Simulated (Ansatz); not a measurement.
# GeH₄OSi (SMILES O=[SiH][GeH3]): single points off equilibrium

How do the functionals fare away from a minimum? The structure is a structure displaced at random from a GFN2-xTB minimum.

Method: single points in def2-TZVPP; program: Ansatz 0.2.0, Gaussian basis.

Correlated methods freeze the cores. Filled d shells of the heavier atoms are correlated.

### 1 The starting structure

SMILES `O=[SiH][GeH3]`, 7 atoms, charge 0, spin multiplicity 1.

Atoms are counted from 1 here; the program's logs count them from 0.

Bond lengths: O1–Si2 1.485 Å, Si2–Ge3 2.299 Å, Si2–H4 1.474 Å, Ge3–H5 1.442 Å, Ge3–H6 1.453 Å, Ge3–H7 1.437 Å. Angles: O1–Si2–Ge3 122.6°, O1–Si2–H4 124.1°, Ge3–Si2–H4 113.3°, Si2–Ge3–H5 114.2°, Si2–Ge3–H6 114.9°, Si2–Ge3–H7 112.9°, H5–Ge3–H6 104.5°, H5–Ge3–H7 103.3°, H6–Ge3–H7 105.8°.

As a file:

```xyz
7
GeH4OSi
O    -1.43200   -1.67020    1.22080
Si   -0.76680   -1.13290    0.00640
Ge    0.50760    0.78090    0.03750
H    -0.81140   -1.78200   -1.31610
H     0.41500    1.57320   -1.16370
H     0.19270    1.70880    1.11000
H     1.91560    0.51470    0.14970
```

### 2 CCSD(T)/def2-TZVPP

The input, run/in.yaml:

```yaml
crystal:
  periodic: [false, false, false]
  atoms:
    - {symbol: O, position_ang: [-1.432000, -1.670200, 1.220800]}
    - {symbol: Si, position_ang: [-0.766800, -1.132900, 0.006400]}
    - {symbol: Ge, position_ang: [0.507600, 0.780900, 0.037500]}
    - {symbol: H, position_ang: [-0.811400, -1.782000, -1.316100]}
    - {symbol: H, position_ang: [0.415000, 1.573200, -1.163700]}
    - {symbol: H, position_ang: [0.192700, 1.708800, 1.110000]}
    - {symbol: H, position_ang: [1.915600, 0.514700, 0.149700]}
basis:
  gaussian: {orbitals: def2-TZVPP}
correlation: {method: ccsd_t}
output: {forces: true}
```

The command line of these runs was not kept.

### 3 PBE0-D4/def2-TZVPP

Edit run/in.yaml of step 2 so:

```diff
@@ -12,3 +12,3 @@
   gaussian: {orbitals: def2-TZVPP}
-correlation: {method: ccsd_t}
-output: {forces: true}
+hamiltonian: {xc: pbe0, dispersion: d4}
+output: {forces: true, orbitals: {seedname: orbitals}}
```

### 4 wB97M-V/def2-TZVPP

Edit run/in.yaml of step 3 so:

```diff
@@ -12,3 +12,3 @@
   gaussian: {orbitals: def2-TZVPP}
-hamiltonian: {xc: pbe0, dispersion: d4}
-output: {forces: true, orbitals: {seedname: orbitals}}
+hamiltonian: {xc: {name: wB97M-V}}
+output: {forces: true}
```

### 5 r2SCAN-D4/def2-TZVPP

Edit run/in.yaml of step 4 so:

```diff
@@ -12,3 +12,3 @@
   gaussian: {orbitals: def2-TZVPP}
-hamiltonian: {xc: {name: wB97M-V}}
+hamiltonian: {xc: r2scan, dispersion: d4}
 output: {forces: true}
```

### 6 PBE-D4/def2-TZVPP

Edit run/in.yaml of step 5 so:

```diff
@@ -12,3 +12,3 @@
   gaussian: {orbitals: def2-TZVPP}
-hamiltonian: {xc: r2scan, dispersion: d4}
+hamiltonian: {xc: pbe, dispersion: d4}
 output: {forces: true}
```

### 7 CAM-B3LYP-D4/def2-TZVPP

Edit run/in.yaml of step 6 so:

```diff
@@ -12,3 +12,3 @@
   gaussian: {orbitals: def2-TZVPP}
-hamiltonian: {xc: pbe, dispersion: d4}
+hamiltonian: {xc: {name: CAM-B3LYP}, dispersion: d4}
 output: {forces: true}
```

### 8 r2SCAN0-D4/def2-TZVPP

Edit run/in.yaml of step 7 so:

```diff
@@ -12,3 +12,3 @@
   gaussian: {orbitals: def2-TZVPP}
-hamiltonian: {xc: {name: CAM-B3LYP}, dispersion: d4}
+hamiltonian: {xc: {name: r2SCAN0}, dispersion: d4}
 output: {forces: true}
```

(Steps that only read results are left out.)

Before running it: what results should come out? Wanted: energy less free atoms, CCSD(T)/def2-TZVPP; RMS force component; RMS force error; HOMO and LUMO, PBE0-D4; T1 diagnostic.

As calculated:

```
                                  quantity                                                                                                   value
energy less free atoms, CCSD(T)/def2-TZVPP                                                                                              -20.451 eV
                       RMS force component                                                                    0.855 to 1.215 eV/Å over the methods
                           RMS force error  PBE0-D4 0.209, wB97M-V 0.189, r2SCAN-D4 0.117, PBE-D4 0.188, CAM-B3LYP-D4 0.276, r2SCAN0-D4 0.317 eV/Å
                    HOMO and LUMO, PBE0-D4                                                                                      -7.96 and -2.38 eV
                             T1 diagnostic                                                                                                   0.017
```

Against CCSD(T) the functionals' energies less atoms differ by -0.544 to -0.015 eV, PBE-D4 by -0.448 eV. The reference is not at the basis limit: in triple zeta CCSD(T) underbinds, which counts against methods that bind more; the gaps are no ranking. On forces the order runs from r2SCAN-D4 to r2SCAN0-D4. Frozen-core CCSD(T) forces in triple zeta carry basis errors of their own, and this is one geometry, so small gaps rank nothing.
